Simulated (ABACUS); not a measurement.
The system is NaTb2Sc2FeO9.

```xyz
15
Lattice="5.4260 0.0004 -0.0004 2.6344 4.7513 -0.0002 0.0036 0.0115 7.0380" Properties=species:S:1:pos:R:3 pbc="T T T"
Tb    5.6546    3.2090    2.3483
Tb    2.9016    1.9002    4.3715
Fe    0.1110    0.0929    3.5299
Sc    5.3705    3.0959    6.0162
Sc    2.6675    1.6240    1.0256
Na    2.6686    4.6802    0.0224
O     6.8410    3.6804    4.4266
O     1.3968    1.1333    2.7862
O     2.6032    3.5145    2.1769
O     4.1663    3.7915    4.2027
O     4.1905    1.1605    2.6229
O     5.3848    4.4884    0.4271
O     6.2315    2.0431    0.4273
O     3.4803    2.4663    6.4551
O     5.4121    1.2079    4.9041
```

The cell was built by a generator and needn't be a form met in nature.

Base run:

```yaml
Program: ABACUS 3.10.1
Functional: LDA
Potentials_or_basis: PseudoDojo NC SR 0.4.1 PBE standard, lanthanides 3+ (f in core)
Cutoff: 1361 eV
Density_cutoff: 5442 eV
Basis: DZP LCAO (the cutoffs set its grid)
k_mesh: 6 × 6 × 4
Occupations: fermi-dirac, width 0.05 eV
Spin: collinear spin, ferromagnetic start
Starting_moments: "[0.0, 0.0, 3.0, 0.0, 0.0, 0.0, 0.0, 0.0, 0.0, 0.0, 0.0, 0.0, 0.0, 0.0, 0.0] μB"
```

Its results: band gap on the k mesh 0.69 eV, indirect (least direct gap 0.73 eV); net moment 3.00 μB per cell; site moments Tb +0.02; Fe +2.33; Sc +0.01, +0.00; Na +0.00; O +0.04, +0.11, +0.09, +0.01, +0.03, +0.02, +0.24 μB; largest force 0.246 eV/Å.

Task: The run is repeated on the same cell with these changes: functional from LDA to PBEsol. What comes out?

Result: Band gap on the k mesh 0.80 eV, indirect (least direct gap 0.84 eV); net moment 3.00 μB per cell; site moments Tb +0.01, +0.02; Fe +2.46; Sc +0.01, +0.00; Na +0.00; O +0.02, +0.09, +0.07, +0.03, +0.01, +0.22 μB; largest force 0.137 eV/Å.

Caveats: the atomic orbitals were generated for these runs and aren't a published set; the magnetic or orbital state may not be the lowest; the potentials were made for another functional, which shifts forces and pressure; spin-orbit coupling is left out, which moves the levels of the heavy elements; the 4f electrons are frozen in the core as for a trivalent ion, so they carry no moment and show no levels; the basis of atomic orbitals isn't converged, which shifts pressures, moduli and gaps.

A k mesh can miss the band edges.
